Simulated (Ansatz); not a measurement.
# ClH3O3Sn: the cost of one run

Program: Ansatz 0.2.0. Level of theory: RHF/def2-SVP. These are calculated values, not measurements.

## 1. Starting point

Bond lengths: Sn1–O2 1.960 Å, O2–H3 1.010 Å, Sn1–O4 1.960 Å, O4–H5 1.010 Å, Sn1–O6 1.959 Å, O6–H7 1.010 Å, Sn1–Cl8 2.408 Å. Angles: Sn1–O2–H3 109.5°, O2–Sn1–O4 109.4°, O2–Sn1–O6 109.5°, O2–Sn1–Cl8 109.5°, O4–Sn1–O6 109.5°, O4–Sn1–Cl8 109.5°, O6–Sn1–Cl8 109.5°, Sn1–O4–H5 109.5°, Sn1–O6–H7 109.5°.

Coordinates:

```xyz
8

Sn    0.0000    0.0000    0.0000
O     0.0000    0.0000    1.9600
H    -0.9095   -0.2814    2.2971
O     1.8483    0.0000   -0.6527
H     2.1646   -0.9521   -0.7693
O    -0.9232    1.5994   -0.6527
H    -1.8810    1.3686   -0.8751
Cl   -1.1351   -1.9666   -0.8025
```

## 2. Preparing the start

The input, input.yaml:

```yaml
crystal:
  periodic: [false, false, false]
  atoms:
    - { symbol: Sn, position_ang: [0.0, 0.0, 0.0] }
    - { symbol: O, position_ang: [0.0, 0.0, 1.96] }
    - { symbol: H, position_ang: [-0.9095, -0.2814, 2.2971] }
    - { symbol: O, position_ang: [1.8483, 0.0, -0.6527] }
    - { symbol: H, position_ang: [2.1646, -0.9521, -0.7693] }
    - { symbol: O, position_ang: [-0.9232, 1.5994, -0.6527] }
    - { symbol: H, position_ang: [-1.881, 1.3686, -0.8751] }
    - { symbol: Cl, position_ang: [-1.1351, -1.9666, -0.8025] }
basis:
  gaussian: { orbitals: def2-SVP }
hamiltonian:
  xc: hf
relax:
  f_tol: 0.02
  max_steps: 40
```

Started as:

```console
> ansatz run input.yaml --threads 2 --pin off --max-ram 3072MiB --backend cpu --events-out ev --progress --plain --runs-dir out
```

**Question.** How long does this run take on 2 threads of Intel Xeon Platinum 8259CL at 2.50GHz (Skylake/Cascade Lake), shared host, and how much memory does it need?

About 92 s, with a peak of 0.24 GiB.
